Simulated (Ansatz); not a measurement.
# C3H6BN: one species, many methods

An exercise on one series of results from a longer session: the logs are not shown, and one member is left open.

Method: functionals in def2-TZVPP, the program's frozen cores in correlated methods; program: Ansatz 0.2.0, Gaussian basis.

Plan: LDA (SPW92), PBE-D4, revPBE-D4, BLYP-D4, r2SCAN-D4, B97M-V, PBE0-D4, B3LYP-D4, r2SCANh-D4, r2SCAN0-D4, HSE06-D4, BHLYP-D4, CAM-B3LYP-D4, LC-ωPBE, ωB97X-V, ωB97M-V, B2PLYP, PBE-QIDH; CCSD(T)/def2-SVP; CCSD(T)/def2-TZVPP; MP2/def2-QZVPP; extrapolation to the limit; RPA on PBE.

## The geometry

The geometry comes from an earlier relaxation with PBE0-D4 in a triple-zeta def2 set; it is a stationary point, not always the lowest conformer.

SMILES `BNC=C=C`, 11 atoms, charge 0, spin multiplicity 1.

Atoms are counted from 1 here; the program's logs count them from 0.

Bond lengths: B1–N2 1.393 Å, B1–H6 1.194 Å, B1–H7 1.196 Å, N2–C3 1.399 Å, N2–H8 1.009 Å, C3–C4 1.306 Å, C3–H9 1.086 Å, C4–C5 1.300 Å, C5–H10 1.087 Å, C5–H11 1.087 Å. Angles: N2–B1–H6 118.5°, N2–B1–H7 118.6°, H6–B1–H7 122.9°, B1–N2–C3 126.0°, B1–N2–H8 120.2°, C3–N2–H8 113.8°, N2–C3–C4 125.1°, N2–C3–H9 114.5°, C4–C3–H9 120.4°, C3–C4–C5 179.4°, C4–C5–H10 121.6°, C4–C5–H11 121.6°, H10–C5–H11 116.9°.

Set-up of the first run:

Contents of in.yaml:

```yaml
crystal:
  periodic: [false, false, false]
  atoms:
    - {symbol: B, position_ang: [-0.579283, 1.543493, 1.696697]}
    - {symbol: N, position_ang: [-0.030573, 0.492053, 0.966698]}
    - {symbol: C, position_ang: [-0.288980, 0.199931, -0.376702]}
    - {symbol: C, position_ang: [0.236262, -0.791822, -1.044863]}
    - {symbol: C, position_ang: [0.751326, -1.774522, -1.721634]}
    - {symbol: H, position_ang: [-0.262771, 1.667495, 2.841705]}
    - {symbol: H, position_ang: [-1.345575, 2.281581, 1.150249]}
    - {symbol: H, position_ang: [0.618763, -0.144600, 1.404573]}
    - {symbol: H, position_ang: [-0.986347, 0.878172, -0.858554]}
    - {symbol: H, position_ang: [1.681299, -1.659908, -2.272787]}
    - {symbol: H, position_ang: [0.271179, -2.748871, -1.764684]}
basis:
  gaussian: {orbitals: def2-TZVPP}
hamiltonian: {xc: lda}
output: {orbitals: {seedname: orbitals}}
```

Command:

```console
$ ansatz run in.yaml --threads 2 --pin off --events-out ev --progress --plain --max-ram 4352MiB
```

Among the steps run: LDA; PBE-D4 (GGA); revPBE-D4 (GGA); BLYP-D4 (GGA); r2SCAN-D4 (meta-GGA); B97M-V (meta-GGA); B3LYP-D4 (hybrid); r2SCANh-D4 (hybrid); r2SCAN0-D4 (hybrid); HSE06-D4 (hybrid); BHLYP-D4 (hybrid); CAM-B3LYP-D4 (range-separated); LC-ωPBE (range-separated); ωB97X-V (range-separated); ωB97M-V (range-separated); B2PLYP (double hybrid); PBE-QIDH (double hybrid).

One table of the session follows, with a row left open; its other results are not shown here.

| functional | HOMO (eV) | gap (eV) |
| --- | --- | --- |
| LDA (SPW92) | -5.87 | 4.28 |
| PBE-D4 | -5.69 | 4.33 |
| revPBE-D4 | -5.62 | 4.35 |
| BLYP-D4 | -5.53 | 4.31 |
| r2SCAN-D4 | -5.81 | 4.77 |
| B97M-V | -5.85 | 4.77 |
| PBE0-D4 | -6.73 | 6.31 |
| B3LYP-D4 | ? | ? |
| r2SCANh-D4 | -6.21 | 5.50 |
| r2SCAN0-D4 | -6.82 | 6.60 |
| HSE06-D4 | -6.33 | 5.54 |
| BHLYP-D4 | -7.65 | 8.23 |
| CAM-B3LYP-D4 | -7.99 | 8.63 |
| LC-ωPBE | -9.31 | 11.10 |
| ωB97X-V | -8.94 | 10.63 |
| ωB97M-V | -8.87 | 10.33 |

Estimate the missing values for B3LYP-D4.

Worked estimate for «HOMO (eV)». Against the share of exact exchange, BLYP-D4 (0, -5.53), BHLYP-D4 (0.5, -7.65) give a slope of -4.24 per unit share; at 0.2 the line stands at -6.38.

As computed: HOMO (eV): -6.52; gap (eV): 5.89. In «HOMO (eV)» the line misses by +0.14.
